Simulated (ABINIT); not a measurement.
# HfB (Fm-3m) in ABINIT: a series of runs, part 2 of 2

ABINIT 10.8.3 (patched build). Earlier steps stand in the parts before.

### Step 3. Relaxation of cell and atoms, PBEsol, target pressure 10 GPa, at which the enthalpy is minimised

run.abi reads:

```
# Pseudopotentials
pp_dirpath "./"
pseudos "Hf.GGA_PBE-JTH.xml, B.GGA_PBE-JTH.xml"

# Structure
acell 3*1.0
rprim
     0.0000000000     4.3652673479     4.3652673479
     4.3652673479     0.0000000000     4.3652673479
     4.3652673479     4.3652673479     0.0000000000
ntypat 2
znucl 72 5
natom 2
typat 1 2
xred
     0.5000000000     0.5000000000     0.5000000000
     0.0000000000     0.0000000000     0.0000000000
chkprim 0
chksymtnons 0
tolsym 1.0e-6

# Plane-wave basis
ecut 19.0
pawecutdg 38.0
pawxcdev 0
pawovlp -1

# k points
kptopt 1
ngkpt 10 10 10
nshiftk 1
shiftk 0.0 0.0 0.0

# Exchange and correlation
ixc -116133

# Bands and occupations
nband 12
occopt 3
tsmear 0.05 eV

# SCF cycle
nstep 100
tolvrs 1.0e-9

# Output
iomode 3
prtwf 0
prtden 0
prteig 0
prtebands 0
enunit 1

# Relaxation
ionmov 2
ntime 60
tolmxf 0.0002
optcell 2
dilatmx 1.08
ecutsm 0.5
strtarget 3*-3.398931e-04 3*0.0
```

Potentials or basis: JTH PAW PBE v2.0.

Launch:

```
$ abinit run.abi > log 2>&1
```

run.abo:

```text
.Version 10.8.3 of ABINIT
 Symmetries : space group Fm -3 m (#225); Bravais cF (face-center cubic)
================================================================================
 Values of the parameters that define the memory need of the present run
     intxc =       0    ionmov =       2      iscf =      17    lmnmax =      18
     lnmax =       6     mgfft =      30  mpssoang =       3    mqgrid =    3001
     natom =       2  nloc_mem =       2    nspden =       1   nspinor =       1
    nsppol =       1      nsym =      48    n1xccc =       1    ntypat =       2
    occopt =       3   xclevel =       2
       mpw =         854          nfft =       27000          nkpt =          47
 PAW method is used; the additional fine FFT grid is defined by:
   mgfftf=        40    nfftf =     64000
================================================================================
================================================================================

--------------------------------------------------------------------------------
------------- Echo of variables that govern the present computation ------------
--------------------------------------------------------------------------------
 -outvars: echo values of preprocessed input variables --------
            acell      1.0000000000E+00  1.0000000000E+00  1.0000000000E+00 Bohr
              amu      1.78490000E+02  1.08110000E+01
          chkprim           0
      chksymtnons           0
          dilatmx      1.08000000E+00
             ecut      1.90000000E+01 Hartree
           ecutsm      5.00000000E-01 Hartree
           enunit           1
           ionmov           2
              ixc     -116133
         kptrlatt       10    0    0      0   10    0      0    0   10
          kptrlen      6.17342029E+01
            natom           2
            nband          12
            ngfft          30      30      30
          ngfftdg          40      40      40
             nkpt          47
            nstep         100
             nsym          48
            ntime          60
           ntypat           2
           occopt           3
          optcell           2
        pawecutdg      3.80000000E+01 Hartree
          pawovlp     -1.0000000000E+00
         pawxcdev           0
           prtden           0
        prtebands           0
           prteig           0
            prtwf           0
[... 494 lines left out ...]
 length scales=  6.300592264031  6.300592264031  6.300592264031 bohr
              =  3.334129839055  3.334129839055  3.334129839055 angstroms
 Fermi (or HOMO) energy (eV) =  -0.76251   Average Vxc (eV)= -12.22410
 Eigenvalues (   eV  ) for nkpt=  47  k points:
 kpt#   1, nband= 12, wtk=  0.00100, kpt=  0.0000  0.0000  0.0000 (reduced coord)
 -60.77577  -29.29237  -29.29237  -29.29237  -10.10041    1.35985    1.35985    1.35985
   3.08721    3.08721    3.08724    3.24357
 prteigrs : prtvol=0 or 1, do not print more k-points.

--- !EnergyTerms
iteration_state     : {dtset: 1, itime: 4, icycle: 1, }
comment             : Components of total free energy in Hartree
kinetic             :  7.11612281946538E+00
hartree             :  6.08198475848754E+00
xc                  : -1.01252408604184E+01
Ewald energy        : -4.37660571018421E+01
psp_core            :  8.22887745330785E+00
local_psp           : -6.42246910345027E-01
PAW spherical_terms : -1.98645844723988E+01
internal            : -5.29711443137436E+01
'-kT*entropy'       : -4.90205916373674E-04
total_energy        : -5.29716345196599E+01
total_energy_eV     : -1.44143160699541E+03
...

--- !EnergyTermsDC
iteration_state     : {dtset: 1, itime: 4, icycle: 1, }
comment             : '"Double-counting" decomposition of free energy'
band_energy         : -1.18877270485694E+01
Ewald energy        : -4.37660571018421E+01
psp_core            :  8.22887745330785E+00
xc_dc               : -1.07887802321504E+01
PAW spherical_terms :  5.24254145662892E+00
internal            : -5.29711454726250E+01
'-kT*entropy'       : -4.90205916373674E-04
total_energy_dc     : -5.29716356785414E+01
total_energy_dc_eV  : -1.44143163853018E+03
...

--- !EnergyTermsWithPAWCore
iteration_state     : {dtset: 1, itime: 4, icycle: 1, }
comment             : 'Components of total free energy, including PAW core contributions'
Total energy        : -1.50987505550234E+04
Total energy DC     : -1.50987505561823E+04
Total energy (eV)   : -4.10857933184462E+05
Total energy DC (eV): -4.10857933215997E+05
...

 Cartesian components of stress tensor (hartree/bohr^3)
  sigma(1 1)= -3.40075478E-04  sigma(3 2)=  0.00000000E+00
  sigma(2 2)= -3.40075478E-04  sigma(3 1)=  0.00000000E+00
  sigma(3 3)= -3.40075478E-04  sigma(2 1)=  0.00000000E+00

-Cartesian components of stress tensor (GPa)         [Pressure=  1.0005E+01 GPa]
- sigma(1 1)= -1.00053660E+01  sigma(3 2)=  0.00000000E+00
- sigma(2 2)= -1.00053660E+01  sigma(3 1)=  0.00000000E+00
- sigma(3 3)= -1.00053660E+01  sigma(2 1)=  0.00000000E+00

== END DATASET(S) ==============================================================
================================================================================

 -outvars: echo values of variables after computation  --------
            acell      6.3005922640E+00  6.3005922640E+00  6.3005922640E+00 Bohr
           etotal     -5.2971635679E+01
            fcart     -0.0000000000E+00 -0.0000000000E+00 -0.0000000000E+00
                      -0.0000000000E+00 -0.0000000000E+00 -0.0000000000E+00
            rprim      0.0000000000E+00  7.0710678119E-01  7.0710678119E-01
                       7.0710678119E-01  0.0000000000E+00  7.0710678119E-01
                       7.0710678119E-01  7.0710678119E-01  0.0000000000E+00
           strten     -3.4007547809E-04 -3.4007547809E-04 -3.4007547809E-04
                       0.0000000000E+00  0.0000000000E+00  0.0000000000E+00
           xangst      2.3575858186E+00  2.3575858186E+00  2.3575858186E+00
                       0.0000000000E+00  0.0000000000E+00  0.0000000000E+00
             xred      5.0000000000E-01  5.0000000000E-01  5.0000000000E-01
                       0.0000000000E+00  0.0000000000E+00  0.0000000000E+00
 Calculation completed.
```

It took 97 s on 1 thread of AMD EPYC 7R43 (Zen 3), shared host; peak memory 0.13 GiB.

Results:

```yaml
Free_energy: -1441.4316 eV
Relaxed_volume: 13.10 Å³/atom
Relaxed_cell: a = 3.334 Å, b = 3.334 Å, c = 3.334 Å, α = 60.00°, β = 60.00°, γ = 60.00°
Space_group_after_relaxing_to_0.05_Å: Fm-3m (No. 225)
Energy_change_on_relaxing_the_enthalpy_is_what_falls: -82.9 meV/atom
Ionic_steps: 4
Pressure_after_relaxing: 10.0 GPa
Band_gap_on_the_k_mesh: none (metal or under the smearing width)
Valence_electrons_inside_the_program's_atomic_spheres: Hf 9.67; B 1.79
```

The path:
```
step  energy change (eV)  largest force (eV/Å)  pressure (GPa)  volume (Å³)
   1              0.0000                0.0000           24.90        24.65
   2             -0.1355                0.0000           13.57        25.79
   3             -0.1643                0.0000           10.21        26.18
   4             -0.1659                0.0000           10.01        26.21
```

Final structure:
```yaml
crystal:
  lattice:
    - [0.00000, 2.35759, 2.35759]
    - [2.35759, 0.00000, 2.35759]
    - [2.35759, 2.35759, 0.00000]
  atoms:
    - { symbol: Hf, position: [0.50000, 0.50000, 0.50000] }
    - { symbol: B, position: [0.00000, 0.00000, 0.00000] }
```

Levels at points of the mesh, in eV from the Fermi level:
```tsv
k point	band 6	band 7	band 8	band 9	band 10	band 11
(0.00, 0.00, 0.00)	2.12	2.12	2.12	3.85	3.85	3.85
(0.50, 0.00, 0.00)	-4.20	-1.24	-1.24	6.14	6.14	7.08
(0.50, 0.50, 0.00)	-1.06	-0.96	2.21	2.21	5.88	7.40
```

Caveat: the PAW data sets were made with another functional, which shifts forces and pressure a little.
